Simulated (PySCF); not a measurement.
# BP2H6Cl (SMILES P[B@@H-]([P@@H3+])Cl) at 4 levels

We compute a comparison of 4 runs (RPA@PBE/MINAO, RPA@PBE/TZP, NEVPT2(8,9)/DZVP2) of BP2H6Cl. 

The results are computed with PySCF 2.14.0.

3 further runs of the same task are left out: 2 that didn't finish, 1 set aside as unsound or not needed.

## Step 1: The structure to begin with

BP2H6Cl has 10 atoms, charge 0, and is taken as a singlet. SMILES: `P[B@@H-]([P@@H3+])Cl`. Geometry: relaxed at GFN2-xTB. This is one conformer, not always the lowest.

Bond lengths: P1–B2 1.974 Å, B2–P3 1.932 Å, B2–Cl4 1.863 Å, P1–H5 1.383 Å, P1–H6 1.387 Å, B2–H7 1.180 Å, P3–H8 1.374 Å, P3–H9 1.377 Å, P3–H10 1.397 Å. Some angles: P1–B2–P3 107.4°, P1–B2–Cl4 110.6°, P3–B2–Cl4 89.5°, P1–B2–H7 118.5°, P3–B2–H7 114.1°, Cl4–B2–H7 113.0°, B2–P1–H5 96.0°, B2–P1–H6 95.6°, B2–P3–H8 110.6°, B2–P3–H9 114.3°.

## Step 2: The energy at RPA@PBE/MINAO (density fitting) (run 1)

Contents of job.py:

```python
from pyscf import gto, dft
from pyscf import df
from pyscf.gw.rpa import RPA

mol = gto.M(
    atom='''
P       -1.720440       0.673490      -0.421770
B        0.223080       0.365770      -0.575330
P        0.744800      -0.771950       0.896720
Cl       0.575450      -1.030250      -1.757390
H       -1.860620       1.321260      -1.635660
H       -1.614470       1.869940       0.272230
H        0.929460       1.296440      -0.738310
H       -0.051560      -1.890500       0.949120
H        1.982440      -1.356250       0.749050
H        0.791870      -0.477950       2.261340
''',
    max_memory=1860,
    basis='minao',
    verbose=4,
)

myscf = dft.RKS(mol, xc='pbe')
myscf = myscf.density_fit(auxbasis=df.aug_etb(mol, beta=2.0))
myscf.kernel()

rpa = RPA(myscf)
rpa.kernel()
e_exx = myscf.to_hf().energy_tot(myscf.make_rdm1())
etot = e_exx + rpa.e_corr
print('E = %.10f Eh' % etot)
```

On the command line:

```
$ OMP_NUM_THREADS=1 python job.py
```

The program printed:

```text
PySCF version 2.14.0

[... 88 lines left out ...]
converged SCF energy = -1170.46852647542
[... 10 lines left out ...]
E = -1169.0018795647 Eh
```

Wall time 21 s (1 thread of Intel Xeon at 2.50GHz (Skylake/Cascade Lake), shared host); peak memory 0.27 GiB.

## Step 3: The energy at RPA@PBE/MINAO (sfX2C, density fitting) (run 2)

Contents of run.py:

```python
from pyscf import gto, dft
from pyscf import df
from pyscf.gw.rpa import RPA

mol = gto.Mole()
mol.atom = '''
P     -1.720440     0.673490    -0.421770
B      0.223080     0.365770    -0.575330
P      0.744800    -0.771950     0.896720
Cl     0.575450    -1.030250    -1.757390
H     -1.860620     1.321260    -1.635660
H     -1.614470     1.869940     0.272230
H      0.929460     1.296440    -0.738310
H     -0.051560    -1.890500     0.949120
H      1.982440    -1.356250     0.749050
H      0.791870    -0.477950     2.261340
'''
mol.basis = 'minao'
mol.verbose = 4
mol.max_memory = 1860
mol.build()

mf = dft.RKS(mol)
mf.xc = 'pbe'
mf = mf.sfx2c1e()
mf = mf.density_fit(auxbasis=df.aug_etb(mol, beta=2.0))
mf.kernel()

rpa = RPA(mf)
rpa.kernel()
e_exx = mf.to_hf().energy_tot(mf.make_rdm1())
energy = e_exx + rpa.e_corr
print(f'total energy: {energy:.8f} hartree')
```

On the command line:

```
$ OMP_NUM_THREADS=1 python run.py
```

The program printed:

```text
PySCF version 2.14.0

[... 92 lines left out ...]
converged SCF energy = -1173.17319130228
[... 6 lines left out ...]
WARN: Destination object of to_hf/to_ks method is not an X2C object. Convert dst to X2C object.
[... 6 lines left out ...]
WARN: Destination object of to_hf/to_ks method is not an X2C object. Convert dst to X2C object.

total energy: -1171.70739839 hartree
```

Wall time 19 s (1 thread of Intel Xeon at 2.50GHz (Skylake/Cascade Lake), shared host); peak memory 0.27 GiB.

Run 3 isn't shown in full; the table further down has it.

## Step 4: The energy at NEVPT2(8,9)/DZVP2 (run 4)

Contents of input.py:

```python
from pyscf import gto, mcscf, mrpt

mol = gto.M(
    atom=[
    ('P', (-1.720440, 0.673490, -0.421770)),
    ('B', (0.223080, 0.365770, -0.575330)),
    ('P', (0.744800, -0.771950, 0.896720)),
    ('Cl', (0.575450, -1.030250, -1.757390)),
    ('H', (-1.860620, 1.321260, -1.635660)),
    ('H', (-1.614470, 1.869940, 0.272230)),
    ('H', (0.929460, 1.296440, -0.738310)),
    ('H', (-0.051560, -1.890500, 0.949120)),
    ('H', (1.982440, -1.356250, 0.749050)),
    ('H', (0.791870, -0.477950, 2.261340)),
],
    basis='dzvp2',
    max_memory=1860,
    verbose=4,
)

mf = mol.RHF()
mf.kernel()

cas = mcscf.CASSCF(mf, 9, 8)
cas.fix_spin_(ss=0.0)
cas.natorb = True
cas.kernel()
e_pt2 = mrpt.NEVPT(cas).kernel()
energy = cas.e_tot + e_pt2
print('E = %.10f Eh' % energy)
```

On the command line:

```
$ OMP_NUM_THREADS=1 python input.py
```

The program printed:

```text
PySCF version 2.14.0

[... 64 lines left out ...]
converged SCF energy = -1169.07727641619
[... 23 lines left out ...]
sorting_mo_energy = False
[... 96 lines left out ...]
1-step CASSCF converged in  41 macro (598 JK 131 micro) steps
[... 3 lines left out ...]
Natural orbital (expansion on meta-Lowdin AOs) in CAS space
[... 24 lines left out ...]
CASSCF energy = -1169.13473305914
[... 7 lines left out ...]
Natural orbital (expansion on meta-Lowdin AOs) in CAS space
[... 32 lines left out ...]
Nevpt2 Energy = -0.435833659780509
E = -1169.5705667189 Eh
```

It took 3.9 min on 1 thread of Intel Xeon at 2.50GHz (Skylake/Cascade Lake), shared host; peak memory 0.36 GiB.

## Step 5: All runs side by side

```csv
run,level,level shift,diis space,energy (Eh),dipole moment (D) of the reference,HOMO energy (eV),LUMO energy (eV),wall time
1,RPA@PBE/MINAO (density fitting),–,–,-1169.001880,4.68,-6.77,-1.47,21 s
2,"RPA@PBE/MINAO (sfX2C, density fitting)",–,–,-1171.707398,4.68,-6.80,-1.49,19 s
3,"RPA@PBE/TZP (sfX2C, density fitting)",0.2,4,-1173.683202,3.96,-5.67,-1.03,2.2 min
4,"NEVPT2(8,9)/DZVP2",–,–,-1169.570567,5.15,-9.34,3.25,3.9 min
```

## Step 6: What came out

| quantity | value |
| --- | --- |
| run 4: total energy | -1169.57057 Eh |
| run 4: dipole moment (Hartree–Fock density) | 5.15 D |
| run 4: HOMO energy (Hartree–Fock orbitals) | -9.34 eV |
| run 4: LUMO energy (Hartree–Fock orbitals) | 3.25 eV |
| run 4: HOMO–LUMO gap (Hartree–Fock orbitals) | 12.59 eV |

What this shows: Some runs of one species differ in core potentials or relativity; totals across that change don't compare. In runs 1, 2 the basis is minimal, so the values are rough. All runs together took 6.7 min, the longest 3.9 min.
